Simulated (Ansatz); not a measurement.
Predict the output of the script below (Ansatz's Python interface).

The script, `ch3fosesi_torsion.py`:
```python
import ansatz as az
from ase import Atoms


def main() -> None:
    atoms = Atoms(["O", "Si", "F", "C", "Se", "H", "H", "H"], positions=[
        (0.7612, 0.8767, 1.549),
        (0.1046, -0.335, 0.5329),
        (-0.1847, -1.8602, 1.1799),
        (0.1783, -0.0542, -1.2741),
        (-1.698, 0.3871, -0.7685),
        (-0.0118, 1.1019, 2.1906),
        (0.7334, 0.8091, -1.5946),
        (0.2091, -0.9824, -1.8711),
    ])

    first = (
        az.Crystal.molecule_from_ase(atoms).calculation()
        .basis(gaussian="def2-SVP")
        .functional("PBE0")
        .relax(force_tolerance=0.02, max_steps=80)
    )
    atoms.positions = first.run(threads=1, pin="off").report["positions_ang"]

    start = atoms.get_dihedral(2, 1, 0, 5)
    energies = {}
    for turn in range(0, 360, 30):
        turned = atoms.copy()
        turned.set_dihedral(2, 1, 0, 5, start + turn, indices=[0, 5])
        setup = (
            az.Crystal.molecule_from_ase(turned).calculation()
            .basis(gaussian="def2-SVP")
            .functional("PBE0")
        )
        energies[round((start + turn) % 360)] = setup.run(threads=1, pin="off").report["free_energy_ev"]
    floor = min(energies.values())
    print("dihedral F2-Si1-O0-H5 (deg)   E - E(min) (kJ/mol)")
    for angle, e in sorted(energies.items()):
        print(f"{angle:8d} {96.485332 * (e - floor):14.3f}  " + "#" * int(30 * (e - floor) / max(max(energies.values()) - floor, 1e-9)))


if __name__ == "__main__":
    main()
```

```console
$ python ch3fosesi_torsion.py
dihedral F2-Si1-O0-H5 (deg)   E - E(min) (kJ/mol)
      18          3.447  ##########
      48          6.699  ####################
      78          9.263  ############################
     108          9.606  ##############################
     138          7.388  #######################
     168          4.282  #############
     198          2.326  #######
     228          2.074  ######
     258          1.896  #####
     288          0.767  ##
     318          0.000
     348          0.907  ##
```

The settings weren't tested for convergence. The scan is rigid and the energies are electronic, in a modest basis. With rigid groups the curve can differ much from the relaxed path, the start wasn't checked as a minimum of this torsion, and equivalent turns needn't return to the same energy. Timing: 82 s on 1 thread of Intel(R) Xeon(R) 6975P-C (Granite Rapids), with other jobs on the host, peak memory 0.33 GiB.
